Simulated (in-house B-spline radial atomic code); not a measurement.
# Cu¹¹⁺: density, ELF and screening along the radius

Aim: the shell structure of Cu¹¹⁺ in the radial density, the electron localisation function and the screened nuclear charge, under several settings.

Method: several methods, spin-polarised, as named in each step; spherical all-electron atom at the radial basis limit. Code: in-house B-spline radial atomic code version 1.

### 1 What is computed

| Item | Value |
| --- | --- |
| element | copper (Z = 29) |
| charge | +11 |
| electrons | 18 |
| configuration | [Ne] 3s2 3p6 |
| nucleus | point (non-relativistic runs) or finite (X2C runs) |

The outer shells:

[Ne] 3s2 3p6
```
[Ne] core
3s [↑↓]
3p [↑↓][↑↓][↑↓]
```

Where spins are not typed, each open shell is filled with up spins first.

### 2 BLYP, non-rel.

Settings of the run:

```ini
Z = 29
electrons = 18.0
configuration = [Ne] 3s2 3p6
hamiltonian = nr
method = b88,lyp
spin_polarised = True
```

The run is started by

```
python run_scf.py task.json out
```

The settings of every run stand in task.json; they run in order.

### 3 LDA (VWN5), X2C

Settings of the run:

```ini
Z = 29
electrons = 18.0
configuration = [Ne] 3s2 3p6
hamiltonian = x2c
method = lda,vwn
spin_polarised = True
nucleus = fermi
rms_radius = 3.8823
mass_number = 63
atomic_mass = 62.929597119
speed_of_light = 137.035999084
```

### 4 PBE, X2C

Settings: those of step 3 with these lines changed.

```diff
@@ -4,3 +4,3 @@
 hamiltonian = x2c
-method = lda,vwn
+method = pbe,pbe
 spin_polarised = True
```

### 5 Hartree-Fock, X2C

Settings: those of step 4 with these lines changed.

```diff
@@ -4,3 +4,3 @@
 hamiltonian = x2c
-method = pbe,pbe
+method = hf
 spin_polarised = True
```

### 6 r2SCAN0, X2C

Settings: those of step 5 with these lines changed.

```diff
@@ -4,3 +4,3 @@
 hamiltonian = x2c
-method = hf
+method = r2scan0
 spin_polarised = True
```

**Question.** How large is the system in each run, where do the shell borders lie, and what is the highest level?

The runs gave:

| run | total energy (hartree) | highest level (eV) | radius holding 50 / 90 / 99 % (bohr) | radius at n = 0.001 (bohr) | ELF minima on the full grid (bohr) |
| --- | --- | --- | --- | --- | --- |
| BLYP, non-rel. | -1592.2099 | -350.30 | 0.291 / 0.806 / 1.19 | 1.69 | 0.086, 0.34 |
| LDA (VWN5), X2C | -1603.5834 | -351.26 | 0.288 / 0.802 / 1.18 | 1.68 | 0.085, 0.34 |
| PBE, X2C | -1606.3393 | -351.46 | 0.288 / 0.801 / 1.18 | 1.68 | 0.085, 0.34 |
| Hartree-Fock, X2C | -1605.7497 | -368.11 | 0.288 / 0.802 / 1.18 | 1.68 | 0.085, 0.34 |
| r2SCAN0, X2C | -1606.5824 | -357.11 | 0.288 / 0.802 / 1.18 | 1.68 | 0.085, 0.34 |

In the first run ELF has 2 minima on the grid, which mark the borders between shells. On the record's full grid the screened charge (r times the electrostatic potential) falls from 28.9 near the nucleus to 11.00 at 2.2 bohr; far out it tends to the net charge, 11. The grid is coarse (about 19 % a step), so the places of minima are rough. For X2C runs ELF uses the non-relativistic kinetic energy density, and the fields carry no picture-change correction.
